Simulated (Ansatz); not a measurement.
# NiO: the cost of one run

Method: DFT PBE+U (U = 7 eV, J = 0.9 eV on Ni d), plane waves, PAW, in Ansatz 0.2.0.

## 1. The system as given

It takes space group Fm-3m (No. 225, cubic). The conventional cell has a = 4.183 Å, b = 4.183 Å, c = 4.183 Å, α = 90.00°, β = 90.00°, γ = 90.00°. Ni (site symmetry m-3m) is surrounded by 6 O at 2.09 Å. O (site symmetry m-3m) is surrounded by 6 Ni at 2.09 Å.

As a file:

```
CELL_PARAMETERS angstrom
0.00000 2.09131 2.09131
4.18262 2.09131 2.09131
4.18262 4.18262 0.00000
ATOMIC_POSITIONS crystal
Ni 0.00000 0.00000 0.00000
O 0.50000 0.50000 0.00000
Ni 0.00000 0.00000 0.50000
O 0.50000 0.50000 0.50000
```

Magnetic order typed: antiferromagnetic, doubled cell 0 1/2 1/2.

## 2. From atoms, symmetry kept, no search

input.yaml reads:

```yaml
crystal:
  lattice:
    - [0.0, 2.09130951, 2.09130951]
    - [4.18261902, 2.09130951, 2.09130951]
    - [4.18261902, 4.18261902, 0.0]
  atoms:
    - { symbol: Ni, position: [0.0, 0.0, 0.0], spin: 2.0 }
    - { symbol: O, position: [0.5, 0.5, 0.0] }
    - { symbol: Ni, position: [0.0, 0.0, 0.5], spin: -2.0 }
    - { symbol: O, position: [0.5, 0.5, 0.5] }
basis:
  ecutwfc: 420
  ecutrho_ratio: 4
kpoints:
  mp_grid: { grid: [8, 8, 8] }
hamiltonian:
  xc: pbe
  hubbard:
    sites:
      - { site: 0, l: d, u: 7.0, j: 0.9 }
      - { site: 2, l: d, u: 7.0, j: 0.9 }
scf:
  occupations: { method: gaussian, width: 0.05 }
  lower_state_search: "off"
  max_iter: 150
output:
  forces: true
  stress: true
  eigenvalues: true
  populations: true
  hubbard: { sites: [{ site: 0, l: d }, { site: 2, l: d }] }
magnetization:
  spin_polarized: true
```

Command:

```console
$ ansatz run input.yaml --threads 2 --pin off --max-ram 3072MiB --backend cpu --events-out ev --progress --plain --runs-dir out
```

What time and memory should one allow on 2 threads of AMD EPYC 7R43 (Zen 3), shared host?

About 4.3 s, with a peak of 0.52 GiB.
